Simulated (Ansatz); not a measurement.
# Cl₃FMoO: small, medium and large basis sets

Aim: see how fast density functionals converge with the basis set for Cl₃FMoO.

Computed with Ansatz 0.2.0, Gaussian basis. Level: one geometry, several basis sets.

Plan: PBE0-D4/def2-SVP; ωB97M-V/def2-SVP; PBE0-D4/def2-QZVPP; ωB97M-V/def2-QZVPP; the functionals' def2-TZVPP values are taken from earlier runs.

**1. The geometry**

The geometry comes from an earlier relaxation with PBE0-D4 in a triple-zeta def2 set; it is a stationary point. Mo takes the def2 core potential; no spin-orbit term is included.

SMILES `[O]=[Mo]([F])([Cl])([Cl])[Cl]`, 6 atoms, charge 0, spin multiplicity 1.

Atoms are counted from 1 here; the program's logs count them from 0.

Bond lengths: O1–Mo2 1.638 Å, Mo2–F3 1.848 Å, Mo2–Cl4 2.270 Å, Mo2–Cl5 2.269 Å, Mo2–Cl6 2.270 Å. Angles: O1–Mo2–F3 104.7°, O1–Mo2–Cl4 105.7°, O1–Mo2–Cl5 102.7°, O1–Mo2–Cl6 105.7°, F3–Mo2–Cl4 84.6°, F3–Mo2–Cl5 152.6°, F3–Mo2–Cl6 84.6°, Cl4–Mo2–Cl5 88.0°, Cl4–Mo2–Cl6 148.5°, Cl5–Mo2–Cl6 88.0°.

Coordinates:

```xyz
6

O    -1.7085   -0.1093    0.2030
Mo   -0.0798   -0.0302    0.0502
F     0.5713   -0.5261    1.7072
Cl    0.5780   -2.1057   -0.5933
Cl    0.1858    0.6360   -2.1024
Cl    0.4954    2.0711    0.6892
```

**2. PBE0-D4 in def2-SVP**

Contents of in.yaml:

```yaml
crystal:
  periodic: [false, false, false]
  atoms:
    - {symbol: O, position_ang: [-1.708505, -0.109294, 0.203001]}
    - {symbol: Mo, position_ang: [-0.079822, -0.030182, 0.050239]}
    - {symbol: F, position_ang: [0.571304, -0.526067, 1.707168]}
    - {symbol: Cl, position_ang: [0.577969, -2.105717, -0.593311]}
    - {symbol: Cl, position_ang: [0.185753, 0.636022, -2.102395]}
    - {symbol: Cl, position_ang: [0.495401, 2.071138, 0.689196]}
basis:
  gaussian: {orbitals: def2-SVP}
hamiltonian: {xc: pbe0, dispersion: d4}
output: {orbitals: {seedname: orbitals}}
```

Launch:

```sh
> ansatz run in.yaml --threads 4 --pin off --events-out ev --progress --plain --max-ram 10444MiB
```

Further steps of the session: ωB97M-V in def2-SVP; PBE0-D4 in def2-QZVPP; ωB97M-V in def2-QZVPP.

Q: Predict the results of all the runs planned. Wanted: PBE0-D4: double and triple zeta above quadruple; ωB97M-V: double and triple zeta above quadruple.

As calculated:

| quantity | value |
| --- | --- |
| PBE0-D4: double and triple zeta above quadruple | 21.08, 1.50 eV |
| ωB97M-V: double and triple zeta above quadruple | 20.96, 1.44 eV |

**Reading.** PBE0-D4 gains 19.58 eV from double to triple zeta, then 1.50 eV more. Total energies overstate the basis error of differences, where much of it tends to cancel.
